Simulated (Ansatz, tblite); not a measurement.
**BMe2(CCH) (C4H7B): one state, many levels**

Aim: run the singlet of BMe2(CCH) (C4H7B) at one geometry on many levels, and compare frontier levels, spin and run time.

Method: as each input shows; program: Ansatz 0.2.0, Gaussian basis.

The runs, in order: GFN1-xTB, GFN2-xTB, PBE-D4/def2-TZVP, r2SCAN-D4/def2-TZVP, B3LYP-D4/def2-TZVP, r2SCAN0-D4/def2-TZVP, CAM-B3LYP-D4/def2-TZVP, B97M-V/def2-TZVP, BHLYP-D4/def2-TZVP, ωB97X-V/def2-TZVP, B2PLYP/def2-TZVP, PBE-D4/def2-SVP, PBE0-D4/def2-SVP, CCSD(T)/def2-TZVPP, MP2/def2-TZVP, RPA/def2-TZVP.

**1. The relaxed structure**

The singlet was relaxed beforehand with PBE0-D4/def2-SVP.

12 atoms, charge 0, spin multiplicity 1.

Bond lengths: B1–C2 1.570 Å, B1–C6 1.570 Å, B1–C10 1.533 Å, C2–H3 1.108 Å, C2–H4 1.100 Å, C2–H5 1.099 Å, C6–H7 1.108 Å, C6–H8 1.100 Å, C6–H9 1.099 Å, C10–C11 1.219 Å, C11–H12 1.075 Å. Angles: C2–B1–C6 121.6°, C2–B1–C10 119.2°, C6–B1–C10 119.2°, B1–C2–H3 105.5°, B1–C2–H4 113.5°, B1–C2–H5 114.3°, H3–C2–H4 106.4°, H3–C2–H5 106.2°, H4–C2–H5 110.3°, B1–C6–H7 105.5°, B1–C6–H8 113.5°, B1–C6–H9 114.3°, H7–C6–H8 106.4°, H7–C6–H9 106.2°, H8–C6–H9 110.3°, B1–C10–C11 180.0°, C10–C11–H12 180.0°.

PBE0-D4/def2-TZVP was run before; its log isn't repeated, and its numbers join the tables.

**2. GFN1-xTB**

Tight binding, by tblite at 300 K electronic temperature and without a spin-polarisation term:

```python
tblite.interface.Calculator('GFN1-xTB', numbers, positions, charge=0, uhf=0).singlepoint()
```

Energy -369.9124 eV, HOMO -11.92 eV, LUMO -7.76 eV; 0.009 s.

**3. GFN2-xTB**

Tight binding, by tblite at 300 K electronic temperature and without a spin-polarisation term:

```python
tblite.interface.Calculator('GFN2-xTB', numbers, positions, charge=0, uhf=0).singlepoint()
```

Energy -361.2776 eV, HOMO -10.63 eV, LUMO -6.74 eV; 0.004 s.

**4. PBE-D4/def2-TZVP**

start.molden holds the orbitals of an earlier run on this state, given as this run's starting guess.

Contents of in.yaml:

```yaml
crystal:
  periodic: [false, false, false]
  atoms:
    - {symbol: B, position_ang: [0.034762, 0.059925, -0.000648]}
    - {symbol: C, position_ang: [1.604033, 0.033757, -0.030113]}
    - {symbol: H, position_ang: [1.918637, -0.027921, 1.030704]}
    - {symbol: H, position_ang: [2.050369, 0.955291, -0.433278]}
    - {symbol: H, position_ang: [2.032433, -0.846816, -0.529622]}
    - {symbol: C, position_ang: [-0.765234, 1.410396, 0.020428]}
    - {symbol: H, position_ang: [-0.981344, 1.642862, -1.041347]}
    - {symbol: H, position_ang: [-0.183443, 2.258519, 0.411824]}
    - {symbol: H, position_ang: [-1.739261, 1.351109, 0.526606]}
    - {symbol: C, position_ang: [-0.735426, -1.266034, 0.008061]}
    - {symbol: C, position_ang: [-1.347680, -2.320592, 0.015452]}
    - {symbol: H, position_ang: [-1.887837, -3.250486, 0.021934]}
basis:
  gaussian: {orbitals: def2-TZVP, initial_orbitals: start.molden}
hamiltonian: {xc: pbe, dispersion: d4}
scf: {omitted_lower_state_checks: [starts]}
output: {orbitals: {seedname: orbitals}}
```

Command:

```console
> ansatz run in.yaml --threads 4 --pin off --events-out ev --progress --plain --max-ram 3916MiB
```

The runs that follow: r2SCAN-D4/def2-TZVP; B3LYP-D4/def2-TZVP; r2SCAN0-D4/def2-TZVP; CAM-B3LYP-D4/def2-TZVP; B97M-V/def2-TZVP; BHLYP-D4/def2-TZVP; ωB97X-V/def2-TZVP; B2PLYP/def2-TZVP; PBE-D4/def2-SVP; PBE0-D4/def2-SVP; CCSD(T)/def2-TZVPP; MP2/def2-TZVP; RPA/def2-TZVP.

Before running them: what should the planned runs give, taken together? Wanted: gap in def2-TZVP, named functionals, smallest and largest; correlation energy, CCSD(T)/def2-TZVPP; correlation energy, MP2/def2-TZVP; binding an atom, CCSD(T)/def2-TZVPP; PBE0 total energy, smallest basis above largest.

As calculated:

```
                                                 quantity                                 value
gap in def2-TZVP, named functionals, smallest and largest  4.14 eV (PBE-D4), 10.88 eV (ωB97X-V)
                   correlation energy, CCSD(T)/def2-TZVPP                             -22.56 eV
                        correlation energy, MP2/def2-TZVP                             -19.95 eV
                      binding an atom, CCSD(T)/def2-TZVPP                              4.235 eV
          PBE0 total energy, smallest basis above largest         5.30 eV (def2-SVP, def2-TZVP)
```

Orbital gaps of the named functionals in def2-TZVP span 4.14 eV (PBE-D4) to 10.88 eV (ωB97X-V); exact exchange widens it. The functionals in def2-TZVP miss CCSD(T)/def2-TZVPP by +0.001 (BHLYP-D4) to +0.203 eV (PBE-D4) an atom. The reference is CCSD(T) in one finite basis, so it carries an error of its own, often a tenth of an eV or more, and near misses can't be ranked.
